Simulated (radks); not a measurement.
# Cd in [Kr] 4d10 5s2: an all-electron calculation

The task here is to estimate one member of a computed series from the others.

The numbers are computed with radks (a radial shooting solver on a logarithmic mesh, Libxc functionals) version 1 (Dirac Kohn-Sham, PBEsol, spin-unpolarised, spherical densities, point nucleus), except any that are marked as measured or tabulated.

## Starting point

```
element       : cadmium (Z = 48)
charge        : 0
electrons     : 48
configuration : [Kr] 4d10 5s2
```

Outer shells as boxes (Hund's rule):

Cd
```
[Kr] core
4d [↑↓][↑↓][↑↓][↑↓][↑↓]
5s [↑↓]
```

The first run:

Settings of this run:

```text
Z 48
configuration [Kr] 4d10 5s2 5p0 6s0 4f0 5d0
relativity Dirac
functional pbe_sol,pbe_sol
spin unpolarised
j_filling energy
nucleus point
c 137.035999084
```

Command:

```bash
python run_ks.py task.json out
```

The same process makes all the runs of this session.

One table of the session follows, with a row left open; its other results are not shown here.

It belongs to the step «Radial structure». Sizes of the orbitals, from the radial functions (bohr):

```
level      <r>  outermost maximum (interpolated)  90 % within  nodes
1s1/2  0.03041                            0.0197       0.0546      0
2s1/2   0.1313                             0.111        0.203      1
2p1/2        ?                                 ?            ?      ?
2p3/2   0.1164                            0.0903        0.189      0
3s1/2   0.3583                             0.324        0.528      2
3p1/2   0.3496                             0.311        0.527      1
3p3/2   0.3606                             0.321        0.542      1
3d3/2   0.3328                             0.264        0.526      0
3d5/2   0.3363                             0.267        0.531      0
4s1/2   0.8790                             0.795         1.28      3
4p1/2   0.9391                             0.828         1.39      2
4p3/2   0.9704                             0.853         1.44      2
4d3/2    1.279                             0.975         2.05      1
4d5/2    1.300                             0.986         2.09      1
5s1/2    2.880                              2.33         4.37      4
5p1/2    4.338                              3.18         6.98      3
5p3/2    4.584                              3.34         7.39      3
```

**Question.** Estimate the row for 2p1/2.

The run gave: <r>: 0.1112; outermost maximum (interpolated): 0.0860; 90 % within: 0.182; nodes: 0. In the column «<r>» it lies between 1s1/2 (0.03041) and 2p3/2 (0.1164).
